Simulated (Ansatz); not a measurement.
# C2H5InO (SMILES C[C](=O)[InH2]), step by step

Wanted: a series of 10 runs (HF/STO-3G, UHF/STO-3G, HF/3-21G, UHF/3-21G, PBE/def2-SVP) of C2H5InO. 

The results are computed with Ansatz 0.2.0.

**1. The system as given**

C2H5InO: 9 atoms, total charge 0, spin state singlet. SMILES: `C[C](=O)[InH2]`. The shape is that of a PBE0-D4/def2-TZVP optimisation. The run starts from this shape.

Bond lengths: C1–C2 1.499 Å, C2–O3 1.209 Å, C2–In4 2.211 Å, C1–H5 1.093 Å, C1–H6 1.095 Å, C1–H7 1.095 Å, In4–H8 1.725 Å, In4–H9 1.725 Å. Some angles: C1–C2–O3 122.1°, C1–C2–In4 127.4°, O3–C2–In4 110.5°, C2–C1–H5 111.2°, C2–C1–H6 109.2°, C2–C1–H7 109.1°, C2–In4–H8 118.8°, C2–In4–H9 118.8°, H5–C1–H6 110.2°, H5–C1–H7 110.2°.

**2. A geometry optimisation at HF/STO-3G (start density atoms) (run 1)**

File in.yaml:

```yaml
crystal:
  periodic: [false, false, false]
  atoms:
    - {symbol: C, position_ang: [0.344400, 1.188000, -0.839100]}
    - {symbol: C, position_ang: [0.607000, -0.087100, -0.096200]}
    - {symbol: O, position_ang: [1.705800, -0.590300, -0.051600]}
    - {symbol: In, position_ang: [-0.847800, -1.304800, 1.038800]}
    - {symbol: H, position_ang: [1.255300, 1.565500, -1.309800]}
    - {symbol: H, position_ang: [-0.427200, 1.011100, -1.595100]}
    - {symbol: H, position_ang: [-0.058700, 1.931600, -0.144300]}
    - {symbol: H, position_ang: [-1.599800, -2.644700, 0.254600]}
    - {symbol: H, position_ang: [-0.978900, -1.069400, 2.742600]}
basis:
  gaussian: {orbitals: STO-3G}
output: {orbitals: {seedname: orbitals}}
magnetization: {spin_polarized: false}
hamiltonian: {xc: hf}
relax: {f_tol: 0.002}
```

Run with:

```
$ ansatz run in.yaml --threads 1 --pin off --max-ram 3480MiB --events-out events.jsonl --progress --plain --runs-dir runs
```

Standard output:

```text
Warning: RAYON_NUM_THREADS=1 ignored (pool sized by the plan → 1); use --threads N
The last accepted step is kept in runs//last_step.txt (removed where the run ends without a failure and the disk answers)
[... 68 lines left out ...]
Total energy: -158762.37235445 eV, -5834.4095710248 hartree
[... 9 lines left out ...]
Dipole moment:    -0.471510    -0.034025     0.139668 e Å
```

Wall time 28 s (1 thread of Arm Neoverse N1, shared host); peak memory 0.12 GiB.

Step by step:

| step | energy from the first frame kept (eV) | largest force (eV/Å) |
| --- | --- | --- |
| 1 | 0.0000 | 4.0327 |
| 2 | -0.4555 | 0.9984 |
| 3 | -0.5150 | 0.6535 |
| 4 | -0.5285 | 0.3892 |
| 5 | -0.5323 | 0.0986 |
| 6 | -0.5326 | 0.1394 |
| 7 | -0.5331 | 0.0136 |
| 8 | -0.5331 | 0.0207 |
| 9 | -0.5331 | 0.0018 |

After the run. Bond lengths: C1–C2 1.566 Å, C2–O3 1.228 Å, C2–In4 2.158 Å, C1–H5 1.086 Å, C1–H6 1.087 Å, C1–H7 1.087 Å, In4–H8 1.576 Å, In4–H9 1.576 Å. Some angles: C1–C2–O3 117.0°, C1–C2–In4 117.9°, O3–C2–In4 125.1°, C2–C1–H5 111.2°, C2–C1–H6 110.4°, C2–C1–H7 110.4°, C2–In4–H8 117.3°, C2–In4–H9 117.3°, H5–C1–H6 108.5°, H5–C1–H7 108.5°.

**3. Vibrational wavenumbers at HF/STO-3G (start density atoms) (run 2)**

File input.yaml:

```yaml
basis:
  gaussian: {orbitals: STO-3G}
crystal:
  periodic: [false, false, false]
  atoms:
    - {symbol: C, position_ang: [0.293175, 1.105339, -0.773677]}
    - {symbol: C, position_ang: [0.715596, -0.214306, -0.043535]}
    - {symbol: O, position_ang: [1.895169, -0.544727, -0.129321]}
    - {symbol: In, position_ang: [-0.804999, -1.306304, 1.029084]}
    - {symbol: H, position_ang: [1.139800, 1.563535, -1.276860]}
    - {symbol: H, position_ang: [-0.478154, 0.900026, -1.512216]}
    - {symbol: H, position_ang: [-0.113429, 1.819410, -0.061412]}
    - {symbol: H, position_ang: [-1.613132, -2.395093, 0.226320]}
    - {symbol: H, position_ang: [-1.033927, -0.927981, 2.541517]}
magnetization: {spin_polarized: false, initial_magnetization: 0}
hamiltonian: {xc: hf}
phonons: {temperatures: {t_min: 298.15, t_max: 298.15, t_step: 1}}
```

Run with:

```
$ ansatz run input.yaml --threads 1 --pin off --max-ram 3480MiB --events-out events.jsonl --progress --plain --runs-dir runs
```

Standard output:

```text
Warning: RAYON_NUM_THREADS=1 ignored (pool sized by the plan → 1); use --threads N
[... 295 lines left out ...]
Total energy: -158762.37238150 eV, -5834.4095720189 hartree
[... 9 lines left out ...]
Dipole moment:    -0.471511    -0.034024     0.139668 e Å
Vibrations: 70.55 139.33 185.62 299.73 354.88 574.06 602.23 684.08 827.30 1081.98 1159.42 1274.27 1699.11 1828.40 1829.77 1921.90 2013.61 2029.56 3540.34 3720.20 3740.09 cm⁻¹, zero-point energy 1.833505 eV
```

It took 2 min on 1 thread of Arm Neoverse N1, shared host; peak memory 0.11 GiB.

Runs 3 to 9 aren't shown in full; the table further down has their settings and results.

**4. The harmonic vibrations at PBE/def2-SVP (core potential, start density atoms) (run 10)**

File job.yaml:

```yaml
crystal:
  periodic: [false, false, false]
  atoms:
    - {symbol: C, position_ang: [0.358416, 1.217763, -0.861220]}
    - {symbol: C, position_ang: [0.573103, -0.066018, -0.101797]}
    - {symbol: O, position_ang: [1.659142, -0.622228, -0.021550]}
    - {symbol: In, position_ang: [-0.901970, -1.303395, 1.051615]}
    - {symbol: H, position_ang: [1.302022, 1.574208, -1.323538]}
    - {symbol: H, position_ang: [-0.416615, 1.055783, -1.640229]}
    - {symbol: H, position_ang: [-0.048123, 1.986807, -0.170507]}
    - {symbol: H, position_ang: [-1.578404, -2.718854, 0.274679]}
    - {symbol: H, position_ang: [-0.947473, -1.124166, 2.792446]}
basis:
  gaussian:
    orbitals: def2-SVP
phonons:
  temperatures:
    t_min: 298.15
    t_max: 298.15
    t_step: 1
hamiltonian:
  xc: pbe
```

Run with:

```
$ ansatz run job.yaml --threads 1 --pin off --max-ram 3480MiB --events-out events.jsonl --progress --plain --runs-dir runs
```

Standard output:

```text
Warning: RAYON_NUM_THREADS=1 ignored (pool sized by the plan → 1); use --threads N
[... 21 lines left out ...]
1065 factors; their error is unknown
[... 46 lines left out ...]
1065 factors; their error is unknown
[... 46 lines left out ...]
1065 factors; their error is unknown
[... 46 lines left out ...]
1065 factors; their error is unknown
[... 45 lines left out ...]
1065 factors; their error is unknown
[... 46 lines left out ...]
1065 factors; their error is unknown
[... 9 lines left out ...]
1065 factors; their error is unknown
[... 4 lines left out ...]
1065 factors; their error is unknown
[... 5 lines left out ...]
1065 factors; their error is unknown
[... 4 lines left out ...]
1065 factors; their error is unknown
[... 4 lines left out ...]
1065 factors; their error is unknown
[... 4 lines left out ...]
1065 factors; their error is unknown
[... 13 lines left out ...]
Dipole moment:    -0.314047     0.386653    -0.166206 e Å
Vibrations: 110.02 117.77 141.14 240.31 241.35 438.80 457.11 545.83 568.81 902.30 923.80 1083.72 1289.80 1367.06 1377.30 1670.70 1703.39 1725.71 2953.88 3052.17 3072.76 cm⁻¹, zero-point energy 1.486802 eV
```

It took 2.7 min on 1 thread of Arm Neoverse N1, shared host; peak memory 0.12 GiB.

**5. All runs side by side**

| run | level | task | walk f tol | partner | energy (Eh) | dipole moment (D) | wall time |
| --- | --- | --- | --- | --- | --- | --- | --- |
| 1 | HF/STO-3G (start density atoms) | optimise | 0.002 | base | -5834.409571 | 2.37 | 28 s |
| 2 | HF/STO-3G (start density atoms) | frequencies | – | base | -5834.409572 | 2.37 | 2 min |
| 3 | UHF/STO-3G (start density atoms) | energy | – | cation | -5834.255135 | – | 2.4 s |
| 4 | UHF/STO-3G (start density atoms) | optimise | – | cation | -5834.265092 | – | 27 s |
| 5 | HF/3-21G (start density atoms) | optimise | 0.002 | base | -5867.688773 | 2.83 | 40 s |
| 6 | HF/3-21G (start density atoms) | frequencies | – | base | -5867.688774 | 2.83 | 2.3 min |
| 7 | UHF/3-21G (start density atoms) | energy | – | cation | -5867.425216 | – | 7.8 s |
| 8 | UHF/3-21G (start density atoms) | optimise | – | cation | -5867.478008 | – | 2.1 min |
| 9 | PBE/def2-SVP (core potential, start density atoms) | optimise | 0.002 | base | -344.222262 | 2.52 | 53 s |
| 10 | PBE/def2-SVP (core potential, start density atoms) | frequencies | – | base | -344.222262 | 2.52 | 2.7 min |

**6. Summary of results**

| quantity | value |
| --- | --- |
| run 10, PBE/def2-SVP: total energy | -344.22226 Eh |
| run 10, PBE/def2-SVP: dipole moment | 2.52 D |
| run 10, PBE/def2-SVP: largest force on an atom | 0.001 eV/Å |
| run 10, PBE/def2-SVP: lowest harmonic wavenumber | 110 cm⁻¹ |
| run 10, PBE/def2-SVP: highest harmonic wavenumber | 3073 cm⁻¹ |
| run 10, PBE/def2-SVP: zero-point energy | 143.5 kJ/mol |
| vertical ionisation energy (to the doublet cation), HF/STO-3G | 4.202 eV |
| vertical ionisation energy (to the doublet cation), HF/3-21G | 7.172 eV |
| adiabatic ionisation energy (to the doublet cation, no zero-point term), HF/STO-3G | 3.931 eV |
| adiabatic ionisation energy (to the doublet cation, no zero-point term), HF/3-21G | 5.735 eV |

What this shows: At HF/STO-3G: removing an electron at fixed nuclei costs 4.20 eV (97 kcal/mol). In a minimal basis such a difference can be off by several eV, whatever the method. At HF/3-21G: the vertical ionisation energy comes to 7.17 eV (165 kcal/mol). At HF/STO-3G: the adiabatic ionisation energy (to the doublet cation, no zero-point term) is 3.93 eV (91 kcal/mol). At HF/3-21G: the adiabatic ionisation energy (to the doublet cation, no zero-point term) is 5.74 eV (553 kJ/mol). The second species lost a bond as it relaxed, so this leads to another structure. Some runs of one species differ in core potentials or relativity; totals across that change don't compare. In runs 1, 2, 3, 4 the basis is minimal, so the values are rough. In runs 1, 2, 3, 4, 5, 6, 7, 8 relativity is left out where basis or elements ask for it. All runs together took 12 min, the longest 2.7 min.
